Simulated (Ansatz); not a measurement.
# CH3NOSi: up Jacob's ladder to CCSD(T)

One table from this session's results is given with a row withheld; the runs are named, their logs left out.

The runs use Ansatz 0.2.0, Gaussian basis; functionals in def2-TZVPP, the program's frozen cores in correlated methods.

Plan: LDA (SPW92), PBE-D4, revPBE-D4, BLYP-D4, r2SCAN-D4, B97M-V, PBE0-D4, B3LYP-D4, r2SCANh-D4, r2SCAN0-D4, HSE06-D4, BHLYP-D4, CAM-B3LYP-D4, LC-ωPBE, ωB97X-V, ωB97M-V, B2PLYP, PBE-QIDH; CCSD(T)/def2-SVP; CCSD(T)/def2-TZVPP; MP2/def2-QZVPP; extrapolation to the limit; RPA on PBE.

## Structure used throughout

An earlier PBE0-D4 in a triple-zeta def2 set relaxation fixed the geometry.

SMILES `N=C1O[SiH2]1`, 7 atoms, charge 0, spin multiplicity 1.

Atoms are counted from 1 here; the program's logs count them from 0.

Bond lengths: N1–C2 1.246 Å, N1–H5 1.015 Å, C2–O3 1.378 Å, C2–Si4 1.806 Å, O3–Si4 1.701 Å, Si4–H6 1.478 Å, Si4–H7 1.478 Å. Angles: C2–N1–H5 110.9°, N1–C2–O3 127.6°, N1–C2–Si4 169.5°, O3–C2–Si4 62.9°, C2–O3–Si4 71.0°, C2–Si4–O3 46.1°, C2–Si4–H6 123.0°, C2–Si4–H7 123.0°, O3–Si4–H6 116.0°, O3–Si4–H7 116.0°, H6–Si4–H7 113.0°.

The first run:

File in.yaml:

```yaml
crystal:
  periodic: [false, false, false]
  atoms:
    - {symbol: N, position_ang: [-1.071008, -1.580223, -0.416291]}
    - {symbol: C, position_ang: [-0.312356, -0.650835, -0.079205]}
    - {symbol: O, position_ang: [0.759232, -0.712639, 0.784198]}
    - {symbol: Si, position_ang: [0.600568, 0.880311, 0.209579]}
    - {symbol: H, position_ang: [-1.778540, -1.252154, -1.066549]}
    - {symbol: H, position_ang: [0.185956, 1.890217, 1.205879]}
    - {symbol: H, position_ang: [1.677348, 1.357323, -0.683410]}
basis:
  gaussian: {orbitals: def2-TZVPP}
hamiltonian: {xc: lda}
output: {orbitals: {seedname: orbitals}}
```

Launch:

```bash
> ansatz run in.yaml --threads 2 --pin off --events-out ev --progress --plain --max-ram 4352MiB
```

Among the steps run: LDA; PBE-D4 (GGA); revPBE-D4 (GGA); BLYP-D4 (GGA); r2SCAN-D4 (meta-GGA); B97M-V (meta-GGA); B3LYP-D4 (hybrid); r2SCANh-D4 (hybrid); r2SCAN0-D4 (hybrid); HSE06-D4 (hybrid); BHLYP-D4 (hybrid); CAM-B3LYP-D4 (range-separated); LC-ωPBE (range-separated); ωB97X-V (range-separated); ωB97M-V (range-separated); B2PLYP (double hybrid); PBE-QIDH (double hybrid).

One of the session's tables, all rows but one given; the rest of the session is left out.

It belongs to the step «Frontier levels by functional». 

```
  functional  HOMO (eV)  gap (eV)
 LDA (SPW92)      -6.14      3.79
      PBE-D4      -5.99      3.86
   revPBE-D4          ?         ?
     BLYP-D4      -5.88      3.84
   r2SCAN-D4      -6.22      4.36
      B97M-V      -6.33      4.36
     PBE0-D4      -7.28      5.95
    B3LYP-D4      -7.07      5.50
  r2SCANh-D4      -6.70      5.12
  r2SCAN0-D4      -7.44      6.28
    HSE06-D4      -6.88      5.18
    BHLYP-D4      -8.51      8.00
CAM-B3LYP-D4      -8.64      8.28
     LC-ωPBE      -9.94     10.76
     ωB97X-V      -9.60     10.31
     ωB97M-V      -9.50      9.94
```

**Question.** Estimate the row for revPBE-D4.

The run gave: HOMO (eV): -5.93; gap (eV): 3.89. In the column «HOMO (eV)» it lies between PBE-D4 (-5.99) and BLYP-D4 (-5.88).
